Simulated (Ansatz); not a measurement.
# C2H5GaO: one species, many methods

An exercise on one series of results from a longer session: the logs are not shown, and one member is left open.

Method: functionals in def2-TZVPP, the program's frozen cores in correlated methods; program: Ansatz 0.2.0, Gaussian basis.

The runs, in order: LDA (SPW92), PBE-D4, revPBE-D4, BLYP-D4, r2SCAN-D4, B97M-V, PBE0-D4, B3LYP-D4, r2SCANh-D4, r2SCAN0-D4, HSE06-D4, BHLYP-D4, CAM-B3LYP-D4, LC-ωPBE, ωB97X-V, ωB97M-V, B2PLYP, PBE-QIDH; CCSD(T)/def2-SVP; CCSD(T)/def2-TZVPP; MP2/def2-QZVPP; extrapolation to the limit; RPA on PBE.

## The geometry

All runs share one geometry, relaxed beforehand with PBE0-D4 in a triple-zeta def2 set.

9 atoms, charge 0, spin multiplicity 1.

Atoms are counted from 1 here; the program's logs count them from 0.

Bond lengths: C1–Ga2 1.963 Å, C1–H5 1.090 Å, C1–H6 1.092 Å, C1–H7 1.094 Å, Ga2–C3 2.021 Å, Ga2–H8 1.572 Å, C3–O4 1.211 Å, C3–H9 1.118 Å. Angles: Ga2–C1–H5 112.1°, Ga2–C1–H6 110.4°, Ga2–C1–H7 109.4°, H5–C1–H6 109.4°, H5–C1–H7 108.0°, H6–C1–H7 107.4°, C1–Ga2–C3 118.0°, C1–Ga2–H8 123.7°, C3–Ga2–H8 117.9°, Ga2–C3–O4 113.2°, Ga2–C3–H9 128.3°, O4–C3–H9 118.5°.

Geometry (Å):

| atom | x (Å) | y (Å) | z (Å) |
| --- | --- | --- | --- |
| C1 | -0.42843 | 0.81806 | -1.23561 |
| Ga2 | 0.01018 | -0.76437 | -0.15960 |
| C3 | 0.68186 | -0.47278 | 1.72379 |
| O4 | -0.19880 | -0.18930 | 2.50574 |
| H5 | -1.17890 | 0.60105 | -1.99629 |
| H6 | -0.78601 | 1.62642 | -0.59487 |
| H7 | 0.47341 | 1.17584 | -1.74195 |
| H8 | -0.30189 | -2.23836 | -0.60802 |
| H9 | 1.72855 | -0.55656 | 2.10681 |

Set-up of the first run:

The input, in.yaml:

```yaml
crystal:
  periodic: [false, false, false]
  atoms:
    - {symbol: C, position_ang: [-0.428428, 0.818058, -1.235610]}
    - {symbol: Ga, position_ang: [0.010183, -0.764370, -0.159600]}
    - {symbol: C, position_ang: [0.681862, -0.472777, 1.723793]}
    - {symbol: O, position_ang: [-0.198796, -0.189301, 2.505744]}
    - {symbol: H, position_ang: [-1.178900, 0.601053, -1.996292]}
    - {symbol: H, position_ang: [-0.786010, 1.626421, -0.594871]}
    - {symbol: H, position_ang: [0.473415, 1.175841, -1.741946]}
    - {symbol: H, position_ang: [-0.301888, -2.238363, -0.608021]}
    - {symbol: H, position_ang: [1.728553, -0.556562, 2.106814]}
basis:
  gaussian: {orbitals: def2-TZVPP}
hamiltonian: {xc: lda}
output: {orbitals: {seedname: orbitals}}
```

Run with:

```console
ansatz run in.yaml --threads 2 --pin off --events-out ev --progress --plain --max-ram 4352MiB
```

Steps of the session up to this table: LDA; PBE-D4 (GGA); revPBE-D4 (GGA); BLYP-D4 (GGA); r2SCAN-D4 (meta-GGA); B97M-V (meta-GGA); PBE0-D4 (hybrid); B3LYP-D4 (hybrid); r2SCANh-D4 (hybrid); r2SCAN0-D4 (hybrid); HSE06-D4 (hybrid); BHLYP-D4 (hybrid); CAM-B3LYP-D4 (range-separated); LC-ωPBE (range-separated); ωB97X-V (range-separated); ωB97M-V (range-separated); B2PLYP (double hybrid); PBE-QIDH (double hybrid).

One of the session's tables, all rows but one given; the rest of the session is left out.

It belongs to the step «Frontier levels by functional». 

```
  functional  HOMO (eV)  LUMO (eV)  gap (eV)
 LDA (SPW92)      -5.22      -2.71      2.51
      PBE-D4          ?          ?         ?
   revPBE-D4      -5.02      -2.33      2.69
     BLYP-D4      -5.00      -2.35      2.66
   r2SCAN-D4      -5.30      -2.21      3.10
      B97M-V      -5.41      -2.26      3.15
     PBE0-D4      -6.40      -1.49      4.92
    B3LYP-D4      -6.22      -1.78      4.43
  r2SCANh-D4      -5.81      -1.83      3.98
  r2SCAN0-D4      -6.57      -1.35      5.23
    HSE06-D4      -6.00      -1.86      4.14
    BHLYP-D4      -7.72      -0.74      6.98
CAM-B3LYP-D4      -7.79      -0.60      7.19
     LC-ωPBE      -9.04       0.65      9.69
     ωB97X-V      -8.74       0.47      9.21
     ωB97M-V      -8.65       0.23      8.88
```

Estimate the missing values for PBE-D4.

The run gave: HOMO (eV): -5.08; LUMO (eV): -2.44; gap (eV): 2.64. In the column «HOMO (eV)» it lies between LDA (SPW92) (-5.22) and revPBE-D4 (-5.02).
